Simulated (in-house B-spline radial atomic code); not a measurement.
# Ne⁺: Hartree-Fock with and without relativity

How do the shells of Ne⁺ move when the Schrödinger Hamiltonian gives way to Dirac's?

The numbers are computed with in-house B-spline radial atomic code version 1 (Hartree-Fock averaged over the configuration, non-relativistic (point nucleus) and Dirac-Coulomb (finite nucleus); spherical all-electron atom at the radial basis limit), except any that are marked as measured or tabulated.

**1. The atom as given**

* element: neon (Z = 10)
* charge: +1
* electrons: 9
* configuration: [He] 2s2 2p5
* nucleus: point (non-relativistic run); Fermi, rms radius 3.006 fm (Dirac runs)

Outer shells as boxes (Hund's rule):

[He] 2s2 2p5
```
[He] core
2s [↑↓]
2p [↑↓][↑↓][↑ ]
```

The boxes draw the filling by Hund's rule, which heavy ions in jj coupling don't follow; these runs average over all states of the configuration.

**2. Non-relativistic run**

Settings of the run:

```ini
Z = 10
electrons = 9.0
configuration = [He] 2s2 2p5
hamiltonian = nr
method = hf
spin_polarised = False
```

**3. Dirac-Coulomb run**

Settings of the run:

```ini
Z = 10
electrons = 9.0
configuration = [He] 2s2 2p5
hamiltonian = dirac
method = hf
spin_polarised = False
nucleus = fermi
rms_radius = 3.0055
mass_number = 20
atomic_mass = 19.99244017525
speed_of_light = 137.035999084
```

**4. Dirac-Coulomb run in the lowest jj configuration, 1s2 2s2 2p-2 2p+3**

In configurations, a minus sign after the shell means j = l − 1/2 and a plus sign j = l + 1/2; the count of electrons follows.

The settings differ from step 3 so:

```diff
@@ -2,3 +2,3 @@
 electrons = 9.0
-configuration = [He] 2s2 2p5
+configuration = 1s2 2s2 2p-2 2p+3
 hamiltonian = dirac
```

How much does each shell's level and mean radius change with the Dirac Hamiltonian, and the total energy?

**Answer**, as computed:

Levels and radii; the Dirac values are averaged over j with the occupations as weights.

| shell | ε non-rel. (eV) | ε Dirac (eV) | <r> non-rel. (bohr) | <r> Dirac (bohr) | change of <r> (%) |
| --- | --- | --- | --- | --- | --- |
| 1s | -914.64 | -915.86 | 0.1576 | 0.1573 | -0.17 |
| 2s | -71.270 | -71.429 | 0.8603 | 0.8588 | -0.17 |
| 2p | -43.718 | -43.703 | 0.8759 | 0.8757 | -0.02 |

What this shows: Relativity and the finite nucleus together change the total energy by -0.1456 hartree (-0.11 %). First-order perturbation theory (mass-velocity plus Darwin) gives -0.1361 hartree, which is 93 % of the full shift. The strongest contraction, averaged over j, is that of 2s (-0.17 %). Spin-orbit coupling splits the 2p level by 0.128 eV. The lowest jj configuration lies 0.0349 eV below the average over the whole configuration. Breit terms add 0.0165 hartree and QED terms 0.0107 hartree.
